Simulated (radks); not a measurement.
# Ionising tellurium step by step, Te¹⁸⁺ to Te³⁵⁺

The task here is to estimate one member of a computed series from the others.

Method: non-relativistic Kohn-Sham, PBE, spin-polarised, spherical densities, point nucleus; open shells are filled with parallel spins first. Code: radks (a radial shooting solver on a logarithmic mesh, Libxc functionals) version 1.

### What is computed

| Item | Value |
| --- | --- |
| element | tellurium (Z = 52) |
| charges | 18 to 35 |
| first configuration | [Ar] 3d10 4s2 4p4 |
| last configuration | [Ne] 3s2 3p5 |

Outer shells as boxes (Hund's rule):

Te¹⁸⁺
```
[Ar] core
3d [↑↓][↑↓][↑↓][↑↓][↑↓]
4s [↑↓]
4p [↑↓][↑ ][↑ ]
```

Te³⁵⁺
```
[Ne] core
3s [↑↓]
3p [↑↓][↑↓][↑ ]
```

Set-up of the first run:

Settings of this run:

```text
Z 52
configuration [Ar] 3d10 4s2 4p4
relativity non-relativistic
functional pbe,pbe
spin polarised
nucleus point
```

Steps of the session up to this table: Te¹⁸⁺, [Ar] 3d10 4s2 4p4; Te¹⁹⁺, [Ar] 3d10 4s2 4p3; Te²⁰⁺, [Ar] 3d10 4s2 4p2; Te²¹⁺, [Ar] 3d10 4s2 4p1; Te²²⁺, [Ar] 3d10 4s2; Te²³⁺, [Ar] 3d10 4s1; Te²⁴⁺, [Ar] 3d10; Te²⁵⁺, [Ar] 3d9; Te²⁶⁺, [Ar] 3d8; Te²⁷⁺, [Ar] 3d7; Te²⁸⁺, [Ar] 3d6; Te²⁹⁺, [Ar] 3d5; Te³⁰⁺, [Ar] 3d4; Te³¹⁺, [Ar] 3d3; Te³²⁺, [Ar] 3d2; Te³³⁺, [Ar] 3d1; Te³⁴⁺, [Ar]; Te³⁵⁺, [Ne] 3s2 3p5.

One table of the session follows, with a row left open; its other results are not shown here.

| species | Δ-SCF (eV) | −ε(HOMO) (eV) |
| --- | --- | --- |
| Te¹⁸⁺ | 519.37 | 504.91 |
| Te¹⁹⁺ | 557.57 | 542.28 |
| Te²⁰⁺ | 588.14 | 572.87 |
| Te²¹⁺ | 618.50 | 603.37 |
| Te²²⁺ | 693.78 | 678.50 |
| Te²³⁺ | 728.48 | 712.97 |
| Te²⁴⁺ | ? | ? |
| Te²⁵⁺ | 1386.8 | 1349.2 |
| Te²⁶⁺ | 1463.0 | 1424.7 |
| Te²⁷⁺ | 1540.3 | 1501.5 |
| Te²⁸⁺ | 1618.5 | 1579.3 |
| Te²⁹⁺ | 1721.3 | 1680.2 |
| Te³⁰⁺ | 1804.3 | 1762.6 |
| Te³¹⁺ | 1888.5 | 1846.2 |
| Te³²⁺ | 1973.6 | 1930.9 |
| Te³³⁺ | 2059.6 | 2016.5 |
| Te³⁴⁺ | 2298.8 | 2261.0 |

Estimate the missing values for Te²⁴⁺.

The run gave: Δ-SCF (eV): 1311.9; −ε(HOMO) (eV): 1274.8. In the column «Δ-SCF (eV)» it lies between Te²³⁺ (728.48) and Te²⁵⁺ (1386.8).

There the highest level belongs to another shell. Minus the highest eigenvalue gives 97 to 98 % of the Δ-SCF value along the ladder. Relativity is left out here, which matters for elements this heavy. Open shells are spherical and high-spin; term and fine-structure splittings are not resolved.
